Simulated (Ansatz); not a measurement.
# CH₆OS₂Si: small, medium and large basis sets

One table from this session's results is given with a row withheld; the runs are named, their logs left out.

The runs use Ansatz 0.2.0, Gaussian basis; one geometry, several basis sets.

Plan: PBE0-D4/def2-SVP; ωB97M-V/def2-SVP; PBE0-D4/def2-QZVPP; ωB97M-V/def2-QZVPP; the functionals' def2-TZVPP values are taken from earlier runs.

### Structure used throughout

An earlier PBE0-D4 in a triple-zeta def2 set relaxation fixed the geometry.

SMILES `OC([SiH3])(S)S`, 11 atoms, charge 0, spin multiplicity 1.

Atoms are counted from 1 here; the program's logs count them from 0.

Bond lengths: O1–C2 1.415 Å, O1–H6 0.964 Å, C2–Si3 1.924 Å, C2–S4 1.821 Å, C2–S5 1.802 Å, Si3–H7 1.483 Å, Si3–H8 1.481 Å, Si3–H9 1.486 Å, S4–H10 1.345 Å, S5–H11 1.346 Å. Angles: C2–O1–H6 107.0°, O1–C2–Si3 109.8°, O1–C2–S4 111.4°, O1–C2–S5 108.0°, Si3–C2–S4 106.3°, Si3–C2–S5 106.7°, S4–C2–S5 114.4°, C2–Si3–H7 111.2°, C2–Si3–H8 107.6°, C2–Si3–H9 106.3°, H7–Si3–H8 111.0°, H7–Si3–H9 110.2°, H8–Si3–H9 110.4°, C2–S4–H10 97.0°, C2–S5–H11 95.8°.

Set-up of the first run:

The input, in.yaml:

```yaml
crystal:
  periodic: [false, false, false]
  atoms:
    - {symbol: O, position_ang: [-1.073805, 1.109726, 0.233684]}
    - {symbol: C, position_ang: [-0.110991, 0.184794, -0.234214]}
    - {symbol: Si, position_ang: [0.239680, -1.134310, 1.121280]}
    - {symbol: S, position_ang: [1.480609, 0.998790, -0.579280]}
    - {symbol: S, position_ang: [-0.819121, -0.693444, -1.638877]}
    - {symbol: H, position_ang: [-0.605074, 1.755852, 0.774775]}
    - {symbol: H, position_ang: [1.126183, -2.207025, 0.608390]}
    - {symbol: H, position_ang: [-1.063302, -1.686918, 1.557251]}
    - {symbol: H, position_ang: [0.898127, -0.416164, 2.243177]}
    - {symbol: H, position_ang: [1.103673, 1.623550, -1.709692]}
    - {symbol: H, position_ang: [-1.110577, 0.408048, -2.355996]}
basis:
  gaussian: {orbitals: def2-SVP}
hamiltonian: {xc: pbe0, dispersion: d4}
output: {orbitals: {seedname: orbitals}}
```

Launch:

```
> ansatz run in.yaml --threads 4 --pin off --events-out ev --progress --plain --max-ram 10444MiB
```

Steps of the session up to this table: PBE0-D4 in def2-SVP; ωB97M-V in def2-SVP; PBE0-D4 in def2-QZVPP; ωB97M-V in def2-QZVPP.

One table of the session follows, with a row left open; its other results are not shown here.

| functional | basis | HOMO (eV) |
| --- | --- | --- |
| PBE0-D4 | def2-SVP | -6.82 |
| PBE0-D4 | def2-TZVPP | ? |
| PBE0-D4 | def2-QZVPP | -7.00 |
| ωB97M-V | def2-SVP | -8.98 |
| ωB97M-V | def2-TZVPP | -9.15 |
| ωB97M-V | def2-QZVPP | -9.20 |

Q: Estimate the row for PBE0-D4, def2-TZVPP from the others.

The run gave: HOMO (eV): -6.96. In the column «HOMO (eV)» it lies between PBE0-D4, def2-QZVPP (-7.00) and PBE0-D4, def2-SVP (-6.82).
